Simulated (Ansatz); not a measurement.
# BFH7NO: the cost of one run

Method: UKS PBE-D4/6-31G, in Ansatz 0.2.0.

### 1 The starting structure

Bond lengths: B1–F2 1.678 Å, B1–H3 1.166 Å, B1–H4 1.165 Å, B1–O6 1.743 Å, O6–H9 0.957 Å, N8–H10 1.006 Å, N8–H11 1.006 Å. Angles: F2–B1–H3 106.6°, F2–B1–H4 105.9°, F2–B1–O6 100.5°, H3–B1–H4 124.3°, H3–B1–O6 109.5°, H4–B1–O6 107.4°, B1–O6–H9 104.7°, H10–N8–H11 111.4°.

Structure file:

```xyz
11

B     0.1855   -1.4237   -0.5441
F     0.6904   -0.9090    0.9713
H     1.0698   -2.0290   -1.0025
H    -0.8911   -1.8431   -0.3973
H    -0.3300    0.8580   -0.3987
O     0.0403    0.1067   -1.3663
H     0.1605    0.1554    1.1845
N    -0.4662    1.2870    0.8606
H     0.9397    0.3516   -1.5843
H     0.0199    2.1367    1.0933
H    -1.4188    1.3095    1.1834
```

### 2 Run 1

150 steps of 0.5 fs at constant energy, with velocities drawn for 600 K.

input.yaml

```yaml
crystal:
  periodic: [false, false, false]
  atoms:
    - { symbol: B, position_ang: [0.1855, -1.4237, -0.5441] }
    - { symbol: F, position_ang: [0.6904, -0.909, 0.9713] }
    - { symbol: H, position_ang: [1.0698, -2.029, -1.0025] }
    - { symbol: H, position_ang: [-0.8911, -1.8431, -0.3973] }
    - { symbol: H, position_ang: [-0.33, 0.858, -0.3987] }
    - { symbol: O, position_ang: [0.0403, 0.1067, -1.3663] }
    - { symbol: H, position_ang: [0.1605, 0.1554, 1.1845] }
    - { symbol: "N", position_ang: [-0.4662, 1.287, 0.8606] }
    - { symbol: H, position_ang: [0.9397, 0.3516, -1.5843] }
    - { symbol: H, position_ang: [0.0199, 2.1367, 1.0933] }
    - { symbol: H, position_ang: [-1.4188, 1.3095, 1.1834] }
magnetization:
  spin_polarized: true
basis:
  gaussian: { orbitals: "6-31G" }
hamiltonian:
  xc: pbe
  dispersion: d4
md:
  timestep: 0.5
  n_steps: 150
  ensemble: nve
  temperature: 600.0
  initial_velocities: maxwell_boltzmann
  seed: 68141
```

Launch:

```sh
> ansatz run input.yaml --threads 1 --pin off --max-ram 2048MiB --backend cpu --events-out ev --progress --plain --runs-dir out
```

Q: Estimate wall time and peak memory on 1 thread of Arm Neoverse V1, shared host.

About 7.2 min, with a peak of 0.12 GiB.
